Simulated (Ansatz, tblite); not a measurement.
# GeEtBr3 (C2H5Br3Ge): rung by rung

One table from this session's results is given with a row withheld; the runs are named, their logs left out.

Program: Ansatz 0.2.0, Gaussian basis. Level of theory: as each input shows. These are calculated values, not measurements.

The runs, in order: GFN1-xTB, GFN2-xTB, PBE-D4/def2-TZVP, r2SCAN-D4/def2-TZVP, B97M-V/def2-TZVP, LC-ωPBE/def2-TZVP, BHLYP-D4/def2-TZVP, PBE+10HF/def2-SVP, PBE+15HF/def2-SVP, PBE+40HF/def2-SVP, PBE-D4/def2-SVP, PBE0-D4/def2-SVP, HF/STO-3G, HF/6-31G, B3LYP-D4/6-31G, MP2/def2-TZVP, RPA/def2-TZVP.

2 further runs of the same task are left out: 2 set aside as unsound or not needed.

## The geometry

The singlet was relaxed beforehand with PBE-D4/def2-SVP.

11 atoms, charge 0, spin multiplicity 1.

Bond lengths: Ge1–C2 1.966 Å, Ge1–Br9 2.327 Å, Ge1–Br10 2.327 Å, Ge1–Br11 2.324 Å, C2–C3 1.527 Å, C2–H4 1.110 Å, C2–H5 1.110 Å, C3–H6 1.109 Å, C3–H7 1.108 Å, C3–H8 1.109 Å. Angles: C2–Ge1–Br9 110.3°, C2–Ge1–Br10 110.2°, C2–Ge1–Br11 110.9°, Br9–Ge1–Br10 108.0°, Br9–Ge1–Br11 108.6°, Br10–Ge1–Br11 108.6°, Ge1–C2–C3 112.9°, Ge1–C2–H4 105.2°, Ge1–C2–H5 105.1°, C3–C2–H4 112.7°, C3–C2–H5 112.8°, H4–C2–H5 107.6°, C2–C3–H6 110.3°, C2–C3–H7 111.6°, C2–C3–H8 111.6°, H6–C3–H7 107.7°, H6–C3–H8 107.7°, H7–C3–H8 107.8°.

PBE0-D4/def2-TZVP was run before; its log isn't repeated, and its numbers join the tables.

Set-up of the first run:

Tight binding, by tblite at 300 K electronic temperature and without a spin-polarisation term:

```python
tblite.interface.Calculator('GFN1-xTB', numbers, positions, charge=0, uhf=0).singlepoint()
```

Tight binding, by tblite at 300 K electronic temperature and without a spin-polarisation term:

```python
tblite.interface.Calculator('GFN2-xTB', numbers, positions, charge=0, uhf=0).singlepoint()
```

start.molden holds the orbitals of an earlier run on this state, given as this run's starting guess.

Contents of in.yaml:

```yaml
crystal:
  periodic: [false, false, false]
  atoms:
    - {symbol: Ge, position_ang: [-0.299255, -0.435767, -1.333638]}
    - {symbol: C, position_ang: [-0.262662, -0.423647, 0.632406]}
    - {symbol: C, position_ang: [0.509082, 0.763676, 1.204346]}
    - {symbol: H, position_ang: [0.177879, -1.400889, 0.920496]}
    - {symbol: H, position_ang: [-1.328780, -0.432067, 0.941355]}
    - {symbol: H, position_ang: [0.502585, 0.729161, 2.312609]}
    - {symbol: H, position_ang: [1.566851, 0.759974, 0.872873]}
    - {symbol: H, position_ang: [0.060328, 1.728838, 0.894713]}
    - {symbol: Br, position_ang: [1.866005, -0.515846, -2.182493]}
    - {symbol: Br, position_ang: [-1.315445, 1.500026, -2.131636]}
    - {symbol: Br, position_ang: [-1.476588, -2.273458, -2.131040]}
basis:
  gaussian: {orbitals: def2-TZVP, initial_orbitals: start.molden}
hamiltonian: {xc: pbe, dispersion: d4}
scf: {omitted_lower_state_checks: [starts]}
output: {orbitals: {seedname: orbitals}}
```

Started as:

```sh
> ansatz run in.yaml --threads 2 --pin off --events-out ev --progress --plain --max-ram 22528MiB --backend cuda --devices 0, --max-vram 18GiB
```

Among the steps run: PBE-D4/def2-TZVP; r2SCAN-D4/def2-TZVP; B97M-V/def2-TZVP; LC-ωPBE/def2-TZVP; BHLYP-D4/def2-TZVP; PBE+10HF/def2-SVP; PBE+15HF/def2-SVP; PBE+40HF/def2-SVP; PBE-D4/def2-SVP; PBE0-D4/def2-SVP; HF/STO-3G; HF/6-31G; B3LYP-D4/6-31G; MP2/def2-TZVP; RPA/def2-TZVP.

One of the session's tables, all rows but one given; the rest of the session is left out.

It belongs to the step «Binding energy». 

```
              level  binding an atom (eV)
          HF/STO-3G                 3.447
           HF/6-31G                 2.391
       HF/def2-TZVP                 2.594
    PBE-D4/def2-SVP                 3.603
   PBE-D4/def2-TZVP                 3.583
r2SCAN-D4/def2-TZVP                     ?
   B97M-V/def2-TZVP                 3.517
     B3LYP-D4/6-31G                 3.375
   PBE0-D4/def2-SVP                 3.558
  PBE0-D4/def2-TZVP                 3.540
 BHLYP-D4/def2-TZVP                 3.416
  LC-ωPBE/def2-TZVP                 3.463
      MP2/def2-TZVP                 3.483
```

**Question.** Estimate the row for r2SCAN-D4/def2-TZVP.

The run gave: binding an atom (eV): 3.545. In the column «binding an atom (eV)» it lies between PBE0-D4/def2-TZVP (3.540) and PBE0-D4/def2-SVP (3.558).

Caveats from the session: Free atoms were run apart at each level; binding is atoms less cluster, divided by the number of atoms, without zero-point or spin-orbit terms.
